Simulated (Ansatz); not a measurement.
**CH₄Ge: taking an electron away**

Aim: the vertical ionisation energy of CH₄Ge, as cation minus neutral at the neutral's geometry, on several levels, and how well −ε(HOMO) stands in for it.

The runs use Ansatz 0.2.0, Gaussian basis; unrestricted cation, the program's frozen cores in correlated methods.

Levels to be run: UKS PBE-D4/def2-TZVPP; UKS r2SCAN-D4/def2-TZVPP; UKS PBE0-D4/def2-TZVPP; UKS B3LYP-D4/def2-TZVPP; UKS wB97X-V/def2-TZVPP; UKS wB97M-V/def2-TZVPP; UKS B2PLYP/def2-TZVPP; UHF-CCSD(T)/def2-TZVPP; UHF-CCSD(T)/def2-QZVPP; extrapolation to the limit; then −ε(HOMO) from the neutral's earlier runs with LDA (SPW92), PBE-D4, revPBE-D4, BLYP-D4, r2SCAN-D4, B97M-V, PBE0-D4, B3LYP-D4, r2SCANh-D4, r2SCAN0-D4, HSE06-D4, BHLYP-D4, CAM-B3LYP-D4, LC-ωPBE, ωB97X-V, ωB97M-V.

## (1) The relaxed structure

An earlier PBE0-D4 in a triple-zeta def2 set relaxation fixed the geometry.

SMILES `[CH3][GeH]`, 6 atoms, charge 0, spin multiplicity 1.

Atoms are counted from 1 here; the program's logs count them from 0.

Bond lengths: C1–Ge2 1.989 Å, C1–H3 1.096 Å, C1–H4 1.090 Å, C1–H5 1.095 Å, Ge2–H6 1.601 Å. Angles: Ge2–C1–H3 109.2°, Ge2–C1–H4 112.8°, Ge2–C1–H5 109.6°, H3–C1–H4 109.3°, H3–C1–H5 106.2°, H4–C1–H5 109.4°, C1–Ge2–H6 93.1°.

## (2) Cation, UKS PBE-D4/def2-TZVPP

File in.yaml:

```yaml
crystal:
  periodic: [false, false, false]
  atoms:
    - {symbol: C, position_ang: [-0.069976, -0.410590, -0.393963]}
    - {symbol: Ge, position_ang: [0.842014, 0.242547, 1.248910]}
    - {symbol: H, position_ang: [-1.152732, -0.422076, -0.225737]}
    - {symbol: H, position_ang: [0.258968, -1.405579, -0.693181]}
    - {symbol: H, position_ang: [0.104250, 0.293009, -1.215314]}
    - {symbol: H, position_ang: [0.059577, 1.638689, 1.232985]}
basis:
  gaussian: {orbitals: def2-TZVPP}
total_charge: 1
magnetization: {spin_polarized: true, initial_magnetization: 1}
hamiltonian: {xc: pbe, dispersion: d4}
```

The run is started by

```
> ansatz run in.yaml --threads 2 --pin off --events-out ev --progress --plain --max-ram 32768MiB --backend cpu
```

The runs that follow: Cation, UKS r2SCAN-D4/def2-TZVPP; Cation, UKS PBE0-D4/def2-TZVPP; Cation, UKS B3LYP-D4/def2-TZVPP; Cation, UKS wB97X-V/def2-TZVPP; Cation, UKS wB97M-V/def2-TZVPP; Cation, UKS B2PLYP (frozen core)/def2-TZVPP; Cation, UHF-CCSD(T)/def2-TZVPP; Cation, UHF-CCSD(T)/def2-QZVPP.

**Question.** What will the summary of the whole plan be? Wanted: ionisation energy, CCSD(T)/CBS; nearest functional by difference; nearest −ε(HOMO); −ε(HOMO) of PBE; T1 of the cation.

The runs gave:

| quantity | value |
| --- | --- |
| ionisation energy, CCSD(T)/CBS | 9.01 eV |
| nearest functional by difference | B3LYP-D4 (-0.19 eV) |
| nearest −ε(HOMO) | LC-ωPBE (-0.08 eV) |
| −ε(HOMO) of PBE | 5.35 eV |
| T1 of the cation | 0.014 |

Energy differences with functionals land within 0.35 eV of the reference. −ε(HOMO) of PBE misses by 3.7 eV, since self-interaction lifts the level. Among orbital estimates LC-ωPBE comes nearest. Hartree-Fock falls 1.24 eV short, as the neutral has more correlation energy than the cation. The cation may have settled in a state other than its lowest; no search over hole states beyond the program's own was made. Correlated methods include outer-core shells of Ge, which these sets cover unevenly. With outer-core shells in play the reference is unsure by up to some tenths of an eV, so close misses can't be ranked.
